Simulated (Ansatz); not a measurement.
# CH3GaO3: taking an electron away

The task here is to estimate one member of a computed series from the others.

The runs use Ansatz 0.2.0, Gaussian basis; unrestricted cation, the program's frozen cores in correlated methods.

Levels to be run: UKS PBE-D4/def2-TZVPP; UKS r2SCAN-D4/def2-TZVPP; UKS PBE0-D4/def2-TZVPP; UKS B3LYP-D4/def2-TZVPP; UKS wB97X-V/def2-TZVPP; UKS wB97M-V/def2-TZVPP; UKS B2PLYP/def2-TZVPP; UHF-CCSD(T)/def2-TZVPP; UHF-MP2/def2-QZVPP; extrapolation to the limit; then −ε(HOMO) from the neutral's earlier runs with LDA (SPW92), PBE-D4, revPBE-D4, BLYP-D4, r2SCAN-D4, B97M-V, PBE0-D4, B3LYP-D4, r2SCANh-D4, r2SCAN0-D4, HSE06-D4, BHLYP-D4, CAM-B3LYP-D4, LC-ωPBE, ωB97X-V, ωB97M-V.

## The relaxed structure

The geometry comes from an earlier relaxation with PBE0-D4 in a triple-zeta def2 set; it is a stationary point, not always the lowest conformer.

SMILES `O=[CH][Ga]([OH])[OH]`, 8 atoms, charge 0, spin multiplicity 1.

Atoms are counted from 1 here; the program's logs count them from 0.

Bond lengths: O1–C2 1.202 Å, C2–Ga3 2.021 Å, C2–H6 1.114 Å, Ga3–O4 1.778 Å, Ga3–O5 1.782 Å, O4–H7 0.961 Å, O5–H8 0.960 Å. Angles: O1–C2–Ga3 119.4°, O1–C2–H6 119.9°, Ga3–C2–H6 120.7°, C2–Ga3–O4 121.8°, C2–Ga3–O5 122.1°, O4–Ga3–O5 116.0°, Ga3–O4–H7 113.5°, Ga3–O5–H8 113.7°.

The first run:

Contents of in.yaml:

```yaml
crystal:
  periodic: [false, false, false]
  atoms:
    - {symbol: O, position_ang: [-0.378661, 0.192172, 2.375883]}
    - {symbol: C, position_ang: [-0.089131, 0.845653, 1.409619]}
    - {symbol: Ga, position_ang: [0.057535, -0.058315, -0.392504]}
    - {symbol: O, position_ang: [0.481103, 0.846317, -1.863679]}
    - {symbol: O, position_ang: [-0.228629, -1.804437, -0.602938]}
    - {symbol: H, position_ang: [0.095157, 1.939014, 1.514692]}
    - {symbol: H, position_ang: [0.517335, 0.299491, -2.652524]}
    - {symbol: H, position_ang: [-0.454710, -2.259886, 0.211460]}
basis:
  gaussian: {orbitals: def2-TZVPP}
total_charge: 1
magnetization: {spin_polarized: true, initial_magnetization: 1}
hamiltonian: {xc: pbe, dispersion: d4}
```

On the command line:

```bash
ansatz run in.yaml --threads 2 --pin off --events-out ev --progress --plain --max-ram 22528MiB --backend cpu
```

Among the steps run: Cation, UKS PBE-D4/def2-TZVPP; Cation, UKS r2SCAN-D4/def2-TZVPP; Cation, UKS PBE0-D4/def2-TZVPP; Cation, UKS B3LYP-D4/def2-TZVPP; Cation, UKS wB97X-V/def2-TZVPP; Cation, UKS wB97M-V/def2-TZVPP; Cation, UKS B2PLYP (frozen core)/def2-TZVPP; Cation, UHF-CCSD(T)/def2-TZVPP; Cation, UHF-MP2/def2-QZVPP.

One table of the session follows, with a row left open; its other results are not shown here.

For comparison, −ε(HOMO) of the neutral from earlier runs:

| functional | −ε(HOMO) (eV) |
| --- | --- |
| LDA (SPW92) | 5.99 |
| PBE-D4 | 5.80 |
| revPBE-D4 | 5.72 |
| BLYP-D4 | 5.74 |
| r2SCAN-D4 | 6.05 |
| B97M-V | 6.13 |
| PBE0-D4 | 7.20 |
| B3LYP-D4 | 7.02 |
| r2SCANh-D4 | 6.58 |
| r2SCAN0-D4 | ? |
| HSE06-D4 | 6.79 |
| BHLYP-D4 | 8.60 |
| CAM-B3LYP-D4 | 8.61 |
| LC-ωPBE | 9.84 |
| ωB97X-V | 9.53 |
| ωB97M-V | 9.46 |

Estimate the missing values for r2SCAN0-D4.

Worked estimate for «−ε(HOMO) (eV)». Against the share of exact exchange, r2SCAN-D4 (0, 6.05), r2SCANh-D4 (0.1, 6.58) give a slope of 5.30 per unit share; at 0.25 the line stands at 7.37.

As computed: −ε(HOMO) (eV): 7.39. In «−ε(HOMO) (eV)» the line misses by -0.02.
